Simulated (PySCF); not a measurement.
# CaH (SMILES [CaH]): UBLYP/def2-TZVPP

Aim: the energy change on altering one bond length of CaH at UBLYP/def2-TZVPP, from 2 runs. The job is set up through a Python script.

Program for the calculation: PySCF 2.14.0.

2 further runs of the same task are left out: 2 set aside as unsound or not needed.

**1. The structure to begin with**

CaH: 2 atoms, total charge 0, spin state doublet. SMILES: `[CaH]`. Geometry: relaxed at PBE0-D4/def2-TZVP.

Bond lengths: Ca1–H2 1.990 Å.

**2. The energy at UBLYP/def2-TZVPP**

Input file job.py:

```python
from pyscf import gto, dft

system = gto.M(
    atom=[
    ('Ca', (0.000000, 0.000000, 0.020040)),
    ('H', (-0.000000, -0.000000, 2.009840)),
],
    charge=0,
    max_memory=1860,
    spin=1,
    basis='def2-tzvpp',
    verbose=3,
)

mf = dft.UKS(system)
mf.xc = 'blyp'
mf.conv_tol = 1e-10
mf.grids.level = 5
mf.kernel()
if not mf.converged:
    mf = mf.newton().run(mf.mo_coeff, mf.mo_occ)

energy = mf.e_tot
print('E(%s) = %.9f' % ('BLYP', energy))
```

Command:

```
$ OMP_NUM_THREADS=1 python job.py
```

Log:

```text
WARN: HOMO -0.11708070027656 >= LUMO -0.117080700276566

converged SCF energy = -678.132155614131  <S^2> = 0.7509977  2S+1 = 2.0009974
E(BLYP) = -678.132155614
```

Wall time 4.2 s (1 thread of Arm Neoverse V1, shared host); peak memory 0.26 GiB.

**3. The distorted shape, same level**

Input file calc.py:

```python
from pyscf import gto, dft

system = gto.M(
    atom=[
    ('Ca', (0.000000, 0.000000, -0.974860)),
    ('H', (-0.000000, -0.000000, 2.009840)),
],
    spin=1,
    max_memory=1860,
    verbose=3,
    basis='def2-tzvpp',
)

myscf = dft.UKS(system)
myscf.xc = 'blyp'
myscf.grids.level = 5
myscf.conv_tol = 1e-10
myscf.kernel()
if not myscf.converged:
    myscf = myscf.newton().run(myscf.mo_coeff, myscf.mo_occ)

e_tot = myscf.e_tot
print('Final energy', e_tot)
```

Command:

```
$ OMP_NUM_THREADS=1 python calc.py
```

Log:

```text
converged SCF energy = -678.093559372269  <S^2> = 0.76583144  2S+1 = 2.0157693
Final energy -678.0935593722686
```

Run time: 4.5 s. Hardware: 1 thread of Arm Neoverse V1, shared host; peak memory 0.26 GiB.

**4. What came out**

Level: UBLYP/def2-TZVPP.

| quantity | value |
| --- | --- |
| first shape: total energy | -678.13216 Eh |
| first shape: dipole moment | 2.68 D |
| first shape: HOMO energy (highest over α and β) | -3.25 eV |
| first shape: LUMO energy (lowest over α and β) | -2.56 eV |
| first shape: ⟨S²⟩ | 0.751 |
| distorted shape: total energy | -678.09356 Eh |
| distorted shape: dipole moment | 4.23 D |
| distorted shape: HOMO energy (highest over α and β) | -3.82 eV |
| distorted shape: LUMO energy (lowest over α and β) | -3.14 eV |
| distorted shape: ⟨S²⟩ | 0.766 |
| energy change with the Ca1–H2 bond stretched from 1.990 to 2.985 Å | 1.050 eV |

In words: With the Ca1–H2 bond stretched from 1.990 to 2.985 Å the energy rises by 1.05 eV (101 kJ/mol). The first shape isn't relaxed at this level, so the change isn't measured from a minimum.
